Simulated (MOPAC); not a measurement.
# CH2BBrN2 (SMILES N#CB(N)Br): PM6-DH2 (COSMO ethanol)

Wanted: a structure relaxation of CH2BBrN2. 

The results are computed with MOPAC 23.2.5.

7 further runs of the same task are left out: 7 set aside as unsound or not needed.

## (1) The molecule

CH2BBrN2 has 7 atoms, charge 0, and is taken as a singlet. SMILES: `N#CB(N)Br`. Geometry: relaxed at GFN2-xTB. The run starts from this shape.

Bond lengths: N1–C2 1.147 Å, C2–B3 1.529 Å, B3–N4 1.380 Å, B3–Br5 1.894 Å, N4–H6 1.007 Å, N4–H7 1.008 Å. Angles: N1–C2–B3 179.0°, C2–B3–N4 120.8°, C2–B3–Br5 119.5°, N4–B3–Br5 119.7°, B3–N4–H6 123.9°, B3–N4–H7 123.2°, H6–N4–H7 112.9°.

## (2) A structure relaxation at PM6-DH2 (COSMO ethanol)

Input file ch2bbrn2.mop:

```
GNORM=0.1 EPS=24.9 CYCLES=200 PM6-DH2 THREADS=1 AUX(PRECISION=6)
CH2BBrN2 optimise
N#CB(N)Br
N 2.501950 1 0.592930 1 0.545830 1
C 1.455230 1 0.344940 1 0.148150 1
B 0.069390 1 0.014270 1 -0.407670 1
N -0.991350 1 -0.233850 1 0.439780 1
Br -0.191300 1 -0.050750 1 -2.282050 1
H -0.924270 1 -0.215630 1 1.443880 1
H -1.919650 1 -0.451920 1 0.112080 1
```

Started as:

```console
$ mopac ch2bbrn2.mop
```

Q: Predict the results. Wanted: dipole moment; HOMO energy; LUMO energy; HOMO–LUMO gap; heat of formation.

**Answer.** As computed:

Level: PM6-DH2 (COSMO ethanol).

```
         quantity           value
    dipole moment          6.47 D
      HOMO energy       -10.74 eV
      LUMO energy        -0.84 eV
    HOMO–LUMO gap         9.90 eV
heat of formation  -34.8 kcal/mol
```

**Reading.** At the final geometry: Bond lengths: N1–C2 1.156 Å, C2–B3 1.542 Å, B3–N4 1.362 Å, B3–Br5 1.921 Å, N4–H6 1.011 Å, N4–H7 1.009 Å. Angles: N1–C2–B3 178.5°, C2–B3–N4 125.8°, C2–B3–Br5 118.0°, N4–B3–Br5 116.2°, B3–N4–H6 122.9°, B3–N4–H7 123.8°, H6–N4–H7 113.2°. The optimisation took 53 steps and changed the energy by -0.040 eV.
